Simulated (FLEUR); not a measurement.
# BiTe: single point with revPBE

BiTe:

```
Bi Te
1.0
     0.00000    3.23500    3.23500
     3.23500    0.00000    3.23500
     3.23500    3.23500    0.00000
Bi Te
1 1
Direct
  0.00000 0.00000 0.00000
  0.50000 0.50000 0.50000
```

```
Program                  : FLEUR MaX-R8.1 (patched build s14)
Task                     : single point
Functional               : revPBE
Potentials or basis      : all-electron
Basis                    : FLAPW
Kmax                     : 3.8 1/bohr
k mesh                   : 7 × 7 × 7
Occupations              : fermi-dirac, width 0.02 eV
Spin                     : no spin polarisation
inpgen profile           : fastHighL
Gmax                     : 11.8 1/bohr
Muffin-tin radii         : Bi 2.66, Te 2.66 bohr
lmax                     : Bi 11, Te 11
Local orbitals a species : Bi 5, Te 6
Max iterations           : 60
Mixing factor            : 0.05
Mixer                    : Anderson
Mixer history            : 15
Density convergence      : 1e-05 me/bohr^3
```

```yaml
Band_gap_on_the_k_mesh: none (metal or under the smearing width)
Valence_electrons_inside_the_program's_atomic_spheres: Bi 18.75; Te 20.06 (radii Bi 2.66, Te 2.66 bohr)
```

Levels at points of the mesh, in eV from the Fermi level:
```tsv
k point	band 17	band 18	band 19	band 20	band 21	band 22	band 23	band 24	band 25	band 26
(0.00, 0.00, 0.00)	-13.56	-8.15	-2.60	-2.60	-2.60	2.12	2.12	2.12	4.65	4.65
```

Core levels (eV from the Fermi level):
```
atom                                                                                                                                                                                                                                                     levels
1 Bi  1s1/2 -90522.6, 2s1/2 -16247.0, 2p1/2 -15606.4, 2p3/2 -13286.2, 3s1/2 -3918.8, 3p1/2 -3630.1, 3p3/2 -3110.5, 4s1/2 -896.9, 3d3/2 -2639.0, 3d5/2 -2528.9, 4p1/2 -771.5, 4p3/2 -643.4, 5s1/2 -153.7, 4d3/2 -439.9, 4d5/2 -416.0, 4f5/2 -151.8, 4f7/2 -146.3
2 Te                                                                                                            1s1/2 -31604.5, 2s1/2 -4841.6, 2p1/2 -4535.4, 2p3/2 -4261.0, 3s1/2 -960.2, 3p1/2 -834.4, 3p3/2 -783.3, 4s1/2 -160.0, 3d3/2 -561.7, 3d5/2 -551.0
```

It took 26 s on 1 thread of INTEL(R) XEON(R) PLATINUM 8581C CPU @ 2.30GHz (Emerald Rapids), with other jobs on the host, peak memory 0.06 GiB.

Caveat: spin-orbit coupling is left out, which moves the levels of the heavy elements.
